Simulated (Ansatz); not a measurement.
# CH6BFGeSi: up Jacob's ladder to CCSD(T)

An exercise on one series of results from a longer session: the logs are not shown, and one member is left open.

Program: Ansatz 0.2.0, Gaussian basis. Level of theory: functionals in def2-TZVPP, the program's frozen cores in correlated methods. These are calculated values, not measurements.

Plan: LDA (SPW92), PBE-D4, revPBE-D4, BLYP-D4, r2SCAN-D4, B97M-V, PBE0-D4, B3LYP-D4, r2SCANh-D4, r2SCAN0-D4, HSE06-D4, BHLYP-D4, CAM-B3LYP-D4, LC-ωPBE, ωB97X-V, ωB97M-V, B2PLYP, PBE-QIDH; CCSD(T)/def2-SVP; CCSD(T)/def2-TZVPP; MP2/def2-QZVPP; extrapolation to the limit; RPA on PBE.

## Structure used throughout

All runs share one geometry, relaxed beforehand with PBE0-D4 in a triple-zeta def2 set.

SMILES `[F][Ge]1([SiH3])[BH][CH2]1`, 11 atoms, charge 0, spin multiplicity 1.

Atoms are counted from 1 here; the program's logs count them from 0.

Bond lengths: F1–Ge2 1.753 Å, Ge2–Si3 2.395 Å, Ge2–B4 1.970 Å, Ge2–C5 2.367 Å, Si3–H6 1.484 Å, Si3–H7 1.485 Å, Si3–H8 1.484 Å, B4–C5 1.456 Å, B4–H9 1.186 Å, C5–H10 1.092 Å, C5–H11 1.090 Å. Angles: F1–Ge2–Si3 102.5°, F1–Ge2–B4 118.0°, F1–Ge2–C5 128.4°, Si3–Ge2–B4 133.4°, Si3–Ge2–C5 98.9°, B4–Ge2–C5 37.9°, Ge2–Si3–H6 107.7°, Ge2–Si3–H7 108.7°, Ge2–Si3–H8 109.8°, H6–Si3–H7 109.9°, H6–Si3–H8 110.0°, H7–Si3–H8 110.6°, Ge2–B4–C5 86.0°, Ge2–B4–H9 129.9°, C5–B4–H9 135.0°, Ge2–C5–B4 56.1°, Ge2–C5–H10 80.8°, Ge2–C5–H11 147.2° and more.

The first run:

The input, in.yaml:

```yaml
crystal:
  periodic: [false, false, false]
  atoms:
    - {symbol: F, position_ang: [-2.098743, -1.279574, 0.590377]}
    - {symbol: Ge, position_ang: [-0.903599, -0.000264, 0.496663]}
    - {symbol: Si, position_ang: [1.074659, -1.080471, 1.306776]}
    - {symbol: B, position_ang: [-1.218420, 1.466843, -0.779727]}
    - {symbol: C, position_ang: [0.005552, 1.025530, -1.432548]}
    - {symbol: H, position_ang: [0.852686, -1.416367, 2.735259]}
    - {symbol: H, position_ang: [2.217458, -0.140971, 1.179695]}
    - {symbol: H, position_ang: [1.327194, -2.317400, 0.527165]}
    - {symbol: H, position_ang: [-2.237601, 1.948550, -1.147407]}
    - {symbol: H, position_ang: [0.933485, 0.731780, -0.938336]}
    - {symbol: H, position_ang: [0.112528, 1.005444, -2.517417]}
basis:
  gaussian: {orbitals: def2-TZVPP}
hamiltonian: {xc: lda}
output: {orbitals: {seedname: orbitals}}
```

Steps of the session up to this table: LDA; PBE-D4 (GGA); revPBE-D4 (GGA); BLYP-D4 (GGA); r2SCAN-D4 (meta-GGA); B97M-V (meta-GGA); PBE0-D4 (hybrid); B3LYP-D4 (hybrid); r2SCANh-D4 (hybrid); r2SCAN0-D4 (hybrid); HSE06-D4 (hybrid); BHLYP-D4 (hybrid); CAM-B3LYP-D4 (range-separated); LC-ωPBE (range-separated); ωB97X-V (range-separated); ωB97M-V (range-separated); B2PLYP (double hybrid); PBE-QIDH (double hybrid).

One of the session's tables, all rows but one given; the rest of the session is left out.

It belongs to the step «Frontier levels by functional». 

| functional | HOMO (eV) | LUMO (eV) | gap (eV) |
| --- | --- | --- | --- |
| LDA (SPW92) | -6.30 | -2.77 | 3.54 |
| PBE-D4 | -6.13 | -2.56 | 3.56 |
| revPBE-D4 | -6.06 | -2.48 | 3.58 |
| BLYP-D4 | -5.96 | -2.44 | 3.52 |
| r2SCAN-D4 | -6.31 | -2.44 | 3.87 |
| B97M-V | -6.29 | -2.45 | 3.84 |
| PBE0-D4 | -7.07 | -1.81 | 5.26 |
| B3LYP-D4 | -6.87 | -2.00 | 4.87 |
| r2SCANh-D4 | -6.67 | -2.16 | 4.51 |
| r2SCAN0-D4 | -7.20 | -1.75 | 5.46 |
| HSE06-D4 | -6.68 | -2.18 | 4.50 |
| BHLYP-D4 | -7.84 | -0.94 | 6.89 |
| CAM-B3LYP-D4 | -8.23 | -0.80 | 7.43 |
| LC-ωPBE | ? | ? | ? |
| ωB97X-V | -9.16 | 0.18 | 9.33 |
| ωB97M-V | -9.07 | 0.03 | 9.10 |

Q: Estimate the row for LC-ωPBE from the others.

As computed: HOMO (eV): -9.47; LUMO (eV): 0.24; gap (eV): 9.71. In the column «HOMO (eV)» it is the lowest.
